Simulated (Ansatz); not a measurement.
# Sc4SiN: the cost of one run

Computed with Ansatz 0.2.0 (DFT PBE, scalar-relativistic, plane waves, PAW, unless a step's input says otherwise).

## 1. The structure to begin with

The structure is cubic, space group F-43m (No. 216). Conventional cell: a = 7.422 Å, b = 7.422 Å, c = 7.422 Å, α = 90.00°, β = 90.00°, γ = 90.00°. Sc (site symmetry 3m) has 1 N at 1.63 Å as nearest neighbours. Around Si (site symmetry -43m) lie 12 Sc at 3.07 Å. N (site symmetry -43m) has 4 Sc at 1.63 Å as nearest neighbours.

As a file:

```xyz
6
Lattice="0.0000 3.7111 3.7111 3.7111 0.0000 3.7111 3.7111 3.7111 0.0000" Properties=species:S:1:pos:R:3 pbc="T T T"
Sc    0.9426    2.7685    2.7685
Sc    0.9426    0.9426    0.9426
Sc    2.7685    0.9426    2.7685
Sc    2.7685    2.7685    0.9426
Si    3.7111    3.7111    3.7111
N     0.0000    0.0000    0.0000
```

## 2. Species swapped into the KClO4 type (F-43m, No. 216)

Contents of input.yaml:

```yaml
crystal:
  lattice:
    - [0.0, 3.71106721, 3.71106721]
    - [3.71106721, 0.0, 3.71106721]
    - [3.71106721, 3.71106721, 0.0]
  atoms:
    - { symbol: Sc, position: [0.61899999, 0.127, 0.127] }
    - { symbol: Sc, position: [0.127, 0.127, 0.127] }
    - { symbol: Sc, position: [0.127, 0.61899999, 0.127] }
    - { symbol: Sc, position: [0.127, 0.127, 0.61899999] }
    - { symbol: Si, position: [0.5, 0.5, 0.5] }
    - { symbol: "N", position: [0.0, 0.0, 0.0], spin: 1.0 }
basis:
  ecutwfc: 420
kpoints:
  mp_grid: { grid: [4, 4, 4] }
hamiltonian:
  xc: pbe
scf:
  occupations: { method: gaussian, width: 0.1 }
  lower_state_search: "off"
output:
  forces: true
  stress: true
  eigenvalues: true
  populations: true
magnetization:
  spin_polarized: true
```

Command:

```bash
$ ansatz run input.yaml --threads 1 --pin off --max-ram 2560MiB --backend cpu --events-out ev --progress --plain --runs-dir out
```

**Question.** How long does this run take on 1 thread of Intel Xeon Platinum 8488C (Sapphire Rapids), shared host, and how much memory does it need?

About 7.6 s, with a peak of 0.42 GiB.
